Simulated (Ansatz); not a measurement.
**CH₅GeNO₂: up Jacob's ladder to CCSD(T)**

How much do the methods differ for CH₅GeNO₂? The plan is to run it at one geometry with functionals of several rungs and with coupled cluster. The yardstick is the atomisation energy at the CCSD(T) limit.

The runs use Ansatz 0.2.0, Gaussian basis; functionals in def2-TZVPP, the program's frozen cores in correlated methods.

Plan: LDA (SPW92), PBE-D4, revPBE-D4, BLYP-D4, r2SCAN-D4, B97M-V, PBE0-D4, B3LYP-D4, r2SCANh-D4, r2SCAN0-D4, HSE06-D4, BHLYP-D4, CAM-B3LYP-D4, LC-ωPBE, ωB97X-V, ωB97M-V, B2PLYP, PBE-QIDH; CCSD(T)/def2-SVP; CCSD(T)/def2-TZVPP; MP2/def2-QZVPP; extrapolation to the limit; RPA on PBE.

## (1) The relaxed structure

The geometry comes from an earlier relaxation with PBE0-D4 in a triple-zeta def2 set; it is a stationary point, not always the lowest conformer.

SMILES `N[C](=O)[GeH2][OH]`, 10 atoms, charge 0, spin multiplicity 1.

Atoms are counted from 1 here; the program's logs count them from 0.

Bond lengths: N1–C2 1.347 Å, N1–H6 1.004 Å, N1–H7 1.009 Å, C2–O3 1.217 Å, C2–Ge4 2.006 Å, Ge4–O5 1.767 Å, Ge4–H8 1.540 Å, Ge4–H9 1.540 Å, O5–H10 0.968 Å. Angles: C2–N1–H6 121.8°, C2–N1–H7 119.2°, H6–N1–H7 119.0°, N1–C2–O3 123.1°, N1–C2–Ge4 121.2°, O3–C2–Ge4 115.7°, C2–Ge4–O5 100.0°, C2–Ge4–H8 112.6°, C2–Ge4–H9 112.7°, O5–Ge4–H8 110.4°, O5–Ge4–H9 110.4°, H8–Ge4–H9 110.4°, Ge4–O5–H10 106.3°.

## (2) LDA

This LDA is Slater exchange with PW92 correlation.

in.yaml

```yaml
crystal:
  periodic: [false, false, false]
  atoms:
    - {symbol: N, position_ang: [1.815762, -0.127962, 0.297055]}
    - {symbol: C, position_ang: [0.670446, -0.071972, -0.408940]}
    - {symbol: O, position_ang: [0.636463, -0.120125, -1.624427]}
    - {symbol: Ge, position_ang: [-1.106993, 0.098606, 0.506104]}
    - {symbol: O, position_ang: [-2.175352, 0.123399, -0.901678]}
    - {symbol: H, position_ang: [1.821996, -0.086122, 1.299707]}
    - {symbol: H, position_ang: [2.693137, -0.213682, -0.193746]}
    - {symbol: H, position_ang: [-1.429622, -1.110081, 1.403381]}
    - {symbol: H, position_ang: [-1.239995, 1.408766, 1.303529]}
    - {symbol: H, position_ang: [-1.602641, 0.047873, -1.678184]}
basis:
  gaussian: {orbitals: def2-TZVPP}
hamiltonian: {xc: lda}
output: {orbitals: {seedname: orbitals}}
```

The run is started by

```sh
> ansatz run in.yaml --threads 4 --pin off --events-out ev --progress --plain --max-ram 10444MiB
```

The runs that follow: PBE-D4 (GGA); revPBE-D4 (GGA); BLYP-D4 (GGA); r2SCAN-D4 (meta-GGA); B97M-V (meta-GGA); PBE0-D4 (hybrid); B3LYP-D4 (hybrid); r2SCANh-D4 (hybrid); r2SCAN0-D4 (hybrid); HSE06-D4 (hybrid); BHLYP-D4 (hybrid); CAM-B3LYP-D4 (range-separated); LC-ωPBE (range-separated); ωB97X-V (range-separated); ωB97M-V (range-separated); B2PLYP (double hybrid); PBE-QIDH (double hybrid); CCSD(T) in def2-SVP; CCSD(T) in def2-TZVPP; MP2 in def2-QZVPP; RPA on PBE orbitals.

**Question.** What will the summary of the whole plan be? Wanted: atomisation energy, CCSD(T)/CBS; farthest beyond LDA; mean size of error, GGA; mean size of error, meta-GGA; mean size of error, hybrid; mean size of error, range-separated; mean size of error, double hybrid; gap, smallest and largest; T1 diagnostic.

As calculated:

| quantity | value |
| --- | --- |
| atomisation energy, CCSD(T)/CBS | 3648.1 kJ/mol |
| functionals within 36.5 kJ/mol (1.0 %) | revPBE-D4, BLYP-D4, r2SCAN-D4, B97M-V, PBE0-D4, B3LYP-D4, HSE06-D4, CAM-B3LYP-D4, LC-ωPBE, ωB97X-V, ωB97M-V |
| farthest beyond LDA | BHLYP-D4 (-182.3 kJ/mol) |
| mean size of error, GGA | 47.6 kJ/mol |
| mean size of error, meta-GGA | 5.3 kJ/mol |
| mean size of error, hybrid | 59.7 kJ/mol |
| mean size of error, range-separated | 11.3 kJ/mol |
| mean size of error, double hybrid | 49.8 kJ/mol |
| gap, smallest and largest | 4.66 eV (LDA (SPW92)), 12.25 eV (LC-ωPBE) |
| T1 diagnostic | 0.0147 |
| triples share of the correlation energy | 3.9 % |

In words: LDA overbinds by 652.5 kJ/mol (18 %). PBE-D4 is off by +109.6 kJ/mol. Double hybrids carry the basis error of their MP2 part in triple zeta, and no dispersion term here, so their miss is partly the set-up's. The rungs meta-GGA, range-separated miss on average by less than the doubt on the reference (36.5 kJ/mol), so they tie. Misses under about 36.5 kJ/mol are within the doubt on the reference itself, which lacks core-valence correlation, relativity and higher excitations, and its outer-core shells are covered unevenly. Hartree-Fock recovers 66 % of the binding; the rest is correlation. CCSD(T) in def2-SVP is off by -261.8 kJ/mol, worse than the median functional, from the basis alone. Orbital gaps span 4.7 to 12.2 eV; exact exchange widens them. Correlated methods include outer-core shells of Ge, which these sets cover unevenly.
